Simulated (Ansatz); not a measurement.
# FH3S2Si: rigid torsion scan from a Python script

Program: the Python package of Ansatz 0.2.0. Level of theory: PBE0/def2-SVP. These are calculated values, not measurements.

## Step 1: Starting point

Bond lengths: F1–Si2 1.540 Å, Si2–S3 2.149 Å, S3–S4 2.156 Å, Si2–H5 1.489 Å, Si2–H6 1.481 Å, S4–H7 1.363 Å. Angles: F1–Si2–S3 107.5°, F1–Si2–H5 110.6°, F1–Si2–H6 108.7°, S3–Si2–H5 109.6°, S3–Si2–H6 110.3°, H5–Si2–H6 110.1°, Si2–S3–S4 98.4°, S3–S4–H7 97.1°.

No structure file is read: the coordinates are typed or built in the script.

## Step 2: The script

The input, run_torsion.py:

```python
import ansatz as az
from ase import Atoms

BASIS = "def2-SVP"
FUNCTIONAL = "pbe0"
FORCE_TOL = 0.02

atoms = Atoms(["F", "Si", "S", "S", "H", "H", "H"], positions=[
    (-2.1254, 1.1588, -0.0531),
    (-0.6442, 0.7682, 0.1093),
    (-0.2668, -0.8975, -1.1948),
    (1.7722, -1.2953, -0.6175),
    (0.2413, 1.9061, -0.263),
    (-0.4073, 0.3805, 1.5193),
    (1.4915, -2.0888, 0.4541),
])

first = (
    az.Crystal.molecule_from_ase(atoms).calculation()
    .basis(gaussian=BASIS)
    .functional(FUNCTIONAL)
    .relax(force_tolerance=FORCE_TOL, max_steps=80)
)
atoms.positions = first.run(threads=1, backend="cpu").report["positions_ang"]

start = atoms.get_dihedral(1, 2, 3, 6)
energies = {}
for turn in range(0, 360, 30):
    turned = atoms.copy()
    turned.set_dihedral(1, 2, 3, 6, start + turn, indices=[3, 6])
    model = (
        az.Crystal.molecule_from_ase(turned).calculation()
        .basis(gaussian=BASIS)
        .functional(FUNCTIONAL)
    )
    energies[round((start + turn) % 360)] = model.run(threads=1, backend="cpu").report["free_energy_ev"]
floor = min(energies.values())
print("dihedral Si1-S2-S3-H6 (deg)   E - E(min) (kJ/mol)")
for angle, e in sorted(energies.items()):
    print(f"{angle:8d} {96.485332 * (e - floor):14.3f}  " + "#" * int(30 * (e - floor) / max(max(energies.values()) - floor, 1e-9)))
```

## Step 3: The calls as engine input

The package turns the script's settings into the engine's input (first run):

```yaml
crystal:
  periodic: [false, false, false]
  atoms:
    - { symbol: F, position_ang: [-2.1254, 1.1588, -0.0531] }
    - { symbol: Si, position_ang: [-0.6442, 0.7682, 0.1093] }
    - { symbol: S, position_ang: [-0.2668, -0.8975, -1.1948] }
    - { symbol: S, position_ang: [1.7722, -1.2953, -0.6175] }
    - { symbol: H, position_ang: [0.2413, 1.9061, -0.263] }
    - { symbol: H, position_ang: [-0.4073, 0.3805, 1.5193] }
    - { symbol: H, position_ang: [1.4915, -2.0888, 0.4541] }
basis:
  gaussian:
    orbitals: def2-SVP
hamiltonian:
  xc: pbe0
relax:
  f_tol: 0.02
  max_steps: 80
```

## Step 4: Launch

Launch:

```bash
$ python run_torsion.py
```

**Question.** How long does this script take on 1 thread of Intel Xeon Platinum 8488C (Sapphire Rapids), shared host, and how much memory does it need?

About 48 s, with a peak of 0.25 GiB.
